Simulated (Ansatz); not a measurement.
# Si: an axial (c/a) deformation path

The task here is to estimate one member of a computed series from the others.

This is Si in the hcp structure; at room conditions it is diamond.

Method: DFT r2SCAN, scalar-relativistic, plane waves, PAW, in Ansatz 0.2.0.

## The system as given

Symmetry: P6_3/mmc, No. 194, hexagonal system. The conventional cell has a = 2.666 Å, b = 2.666 Å, c = 4.506 Å, α = 90.00°, β = 90.00°, γ = 120.00°. Si (site symmetry -6m2) is surrounded by 12 Si at 2.67 to 2.73 Å.

As a file:

```cif
data_structure
_symmetry_space_group_name_H-M 'P 1'
_symmetry_Int_Tables_number 1
_cell_length_a 2.6656
_cell_length_b 2.6656
_cell_length_c 4.5063
_cell_angle_alpha 90.000
_cell_angle_beta 90.000
_cell_angle_gamma 120.000
_cell_volume 27.73
loop_
_atom_site_label
_atom_site_type_symbol
_atom_site_fract_x
_atom_site_fract_y
_atom_site_fract_z
_atom_site_occupancy
Si1 Si 0.33333 0.66667 0.25000 1
Si2 Si 0.66667 0.33333 0.75000 1
```

It goes back to an entry of the Materials Project, which need not be the stable form.

No relaxation comes first: the listed cell is the starting point.

## The reference cell

Reference values: F = -1276.7518 eV; pressure -1.06 GPa; largest force 0.000 eV/Å; gap on the mesh none (metal). It was computed beforehand with the settings of the runs below.

Set-up of the first run:

At fixed volume and fractional coordinates, lengths along (0.000, 0.000, 1.000) are scaled against those across it; ρ is that ratio over its starting value.

File input.yaml:

```yaml
crystal:
  lattice:
    - [2.8139627243, 0.0, 0.0]
    - [-1.4069813622, 2.4369632046, 0.0]
    - [0.0, 0.0, 4.0435525326]
  atoms:
    - { symbol: Si, position: [0.3333333333, 0.6666666667, 0.25] }
    - { symbol: Si, position: [0.6666666667, 0.3333333333, 0.75] }
basis:
  ecutwfc: 500
kpoints:
  mp_grid: { grid: [24, 24, 12] }
hamiltonian:
  xc: r2scan
scf:
  occupations: { method: gaussian, width: 0.15 }
output:
  forces: true
  stress: true
  eigenvalues: true
```

Launch:

```bash
ansatz run input.yaml --threads 1 --pin off --max-ram 2560MiB --backend cpu --events-out ev --progress --plain --runs-dir out
```

Among the steps run: At ρ = 0.850; Point ρ = 1.200; At ρ = 0.920; Point ρ = 1.100; Point ρ = 0.960; ρ = 1.050; At ρ = 0.800; Point ρ = 1.300.

One of the session's tables, all rows but one given; the rest of the session is left out.

The scan, with free energies counted from the undisturbed cell:

```
    ρ  ΔE (meV/atom)  pressure (GPa)
0.800           63.3             3.5
0.850           41.4             1.4
0.920           16.1            -0.5
0.960            6.7            -1.1
1.000            0.0            -1.1
1.050            2.9            -0.7
1.100           12.6             0.3
1.200              ?               ?
1.300          149.1             8.6
```

**Question.** Estimate the row for ρ = 1.200.

Worked estimate for «ΔE (meV/atom)». A straight line through the neighbours (1.100, 12.6) and (1.300, 149.1) gives 12.6 + (149.1 − 12.6) × (1.200 − 1.100) / (1.300 − 1.100) = 80.8; a parabola fitted to 3 rows on both sides gives 61.3.

**Answer.** ΔE (meV/atom): 61.6; pressure (GPa): 3.7. In «ΔE (meV/atom)» the line misses by +19.2 and the parabola by -0.3.
